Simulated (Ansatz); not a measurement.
Write a Python script for the Python package of Ansatz (0.2.0) that makes a ladder of methods at one geometry of BrClFHSSi, SMILES F[Si](S)(Cl)Br. Use (for the species named): CAM-B3LYP, def2-SVP basis, multiplicity 1. The script varies functional: cam_b3lyp, b3lyp, pbe, revpbe, lc_wpbe.

```xyz
6

F     1.0958   -0.8546   -1.1320
Si   -0.2081   -0.1414   -0.4054
S     0.0512   -0.2974    1.6915
Cl   -1.8520   -1.0864   -0.9457
Br   -0.3202    1.9888   -0.9710
H     1.2754    0.3269    1.7164
```

`methods_brclfhssi.py`
```python
"""One geometry of BrClFHSSi, method by method."""

from dataclasses import dataclass
from pathlib import Path

import ansatz as az
import numpy as np


@dataclass(frozen=True)
class RunConfig:
    basis_set: str = "def2-SVP"


settings = RunConfig()

GEOMETRY = """
F     1.09580   -0.85460   -1.13200
Si   -0.20810   -0.14140   -0.40540
S     0.05120   -0.29740    1.69150
Cl   -1.85200   -1.08640   -0.94570
Br   -0.32020    1.98880   -0.97100
H     1.27540    0.32690    1.71640
"""


def main() -> None:
    system = az.Crystal.molecule()
    for line in GEOMETRY.strip().splitlines():
        symbol, *xyz = line.split()
        system = system.atom(symbol, [float(v) for v in xyz])

    model = system.calculation().basis(gaussian=settings.basis_set)

    print("functional    E (Ha)        dipole (D)   HOMO (eV)  LUMO (eV)")
    for name in ["cam_b3lyp", "b3lyp", "pbe", "revpbe", "lc_wpbe"]:
        report = model.functional(name).forces().orbitals().run(threads=1, runs_dir="runs").report
        lines = Path(report["orbitals_path"]).read_text().splitlines()
        field_of = lambda key: [line.split("=")[1].strip() for line in lines if line.startswith(key)]
        orbitals = [(27.211386 * float(e), s, float(n)) for e, s, n in zip(field_of("Ene="), field_of("Spin="), field_of("Occup="))]
        homo = max(e for e, _, n in orbitals if n > 0.5)
        lumo = min(e for e, _, n in orbitals if n < 0.5)
        dipole = 4.803205 * np.linalg.norm(report["charge_distribution"]["dipole_moment_e_ang"])
        print(f"{name:10s} {report['free_energy_ev'] / 27.211386246:14.6f} {dipole:9.3f} {homo:11.3f} {lumo:10.3f}")


if __name__ == "__main__":
    main()
```

```console
$ python methods_brclfhssi.py
functional    E (Ha)        dipole (D)   HOMO (eV)  LUMO (eV)
cam_b3lyp    -3822.044489     0.819      -9.246      0.903
b3lyp        -3821.987381     0.816      -7.649     -0.501
pbe          -3820.929498     0.768      -6.650     -1.263
revpbe       -3821.438880     0.746      -6.629     -1.186
lc_wpbe      -3821.173907     0.814     -10.786      2.024
```

Total energies depend on the basis set; only differences at equal settings carry meaning. The geometry is a force-field or estimated start, not a minimum of this method, and the basis set is short of its limit. A lower total doesn't mark the better method: functionals have no common bound, and MP2 and coupled cluster aren't variational. b3lyp holds the VWN-RPA fit, as in Gaussian; the form of ORCA and Turbomole is b3lyp5. Levels such as HOMO and LUMO are orbital energies: with these approximate functionals they aren't the ionisation energy and electron affinity, and their gap isn't the fundamental gap. It ran for 23 s on 1 thread of Arm Neoverse V1 (shared host), peak memory 0.35 GiB.
